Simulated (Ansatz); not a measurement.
# C₂H₃ClSn: basis-set convergence

Aim: see how fast density functionals converge with the basis set for C₂H₃ClSn.

Program: Ansatz 0.2.0, Gaussian basis. Level of theory: one geometry, several basis sets. These are calculated values, not measurements.

The runs, in order: PBE0-D4/def2-SVP; ωB97M-V/def2-SVP; PBE0-D4/def2-QZVPP; ωB97M-V/def2-QZVPP; the functionals' def2-TZVPP values are taken from earlier runs.

**1. Structure used throughout**

An earlier PBE0-D4/def2-TZVP relaxation fixed the geometry. Sn takes the def2 core potential; no spin-orbit term is included.

7 atoms, charge 0, spin multiplicity 1.

Atoms are counted from 1 here; the program's logs count them from 0.

Bond lengths: Cl1–C2 1.713 Å, C2–C3 1.321 Å, C2–Sn4 2.093 Å, C3–Sn4 2.111 Å, C3–H5 1.084 Å, Sn4–H6 1.697 Å, Sn4–H7 1.697 Å. Angles: Cl1–C2–C3 133.1°, Cl1–C2–Sn4 154.5°, C3–C2–Sn4 72.4°, C2–C3–Sn4 70.9°, C2–C3–H5 135.9°, Sn4–C3–H5 153.2°, C2–Sn4–C3 36.6°, C2–Sn4–H6 120.0°, C2–Sn4–H7 119.9°, C3–Sn4–H6 120.0°, C3–Sn4–H7 119.9°, H6–Sn4–H7 116.5°.

**2. PBE0-D4 in def2-SVP**

Contents of in.yaml:

```yaml
crystal:
  periodic: [false, false, false]
  atoms:
    - {symbol: Cl, position_ang: [-1.015031, -2.464619, 0.560109]}
    - {symbol: C, position_ang: [-0.298396, -0.942635, 0.238923]}
    - {symbol: C, position_ang: [0.897992, -0.437933, 0.483784]}
    - {symbol: Sn, position_ang: [-0.274123, 1.013864, -0.502901]}
    - {symbol: H, position_ang: [1.809918, -0.789784, 0.952932]}
    - {symbol: H, position_ang: [-0.996779, 2.265734, 0.385468]}
    - {symbol: H, position_ang: [-0.062384, 1.287372, -2.163916]}
basis:
  gaussian: {orbitals: def2-SVP}
hamiltonian: {xc: pbe0, dispersion: d4}
output: {orbitals: {seedname: orbitals}}
```

On the command line:

```
> ansatz run in.yaml --threads 2 --pin off --events-out ev --progress --plain --max-ram 4352MiB
```

The runs that follow: ωB97M-V in def2-SVP; PBE0-D4 in def2-QZVPP; ωB97M-V in def2-QZVPP.

Q: Predict the results of all the runs planned. Wanted: PBE0-D4: double and triple zeta above quadruple; ωB97M-V: double and triple zeta above quadruple.

As calculated:

| quantity | value |
| --- | --- |
| PBE0-D4: double and triple zeta above quadruple | 7.56, 0.54 eV |
| ωB97M-V: double and triple zeta above quadruple | 7.59, 0.51 eV |

In words: For PBE0-D4 the step from double to triple zeta gains 7.02 eV and the next only 0.54 eV. Total energies overstate the basis error of differences, where much of it tends to cancel. The LUMO of ωB97M-V is positive and keeps falling with the basis (0.97 to 0.34 eV): an unbound level that the basis holds in place.
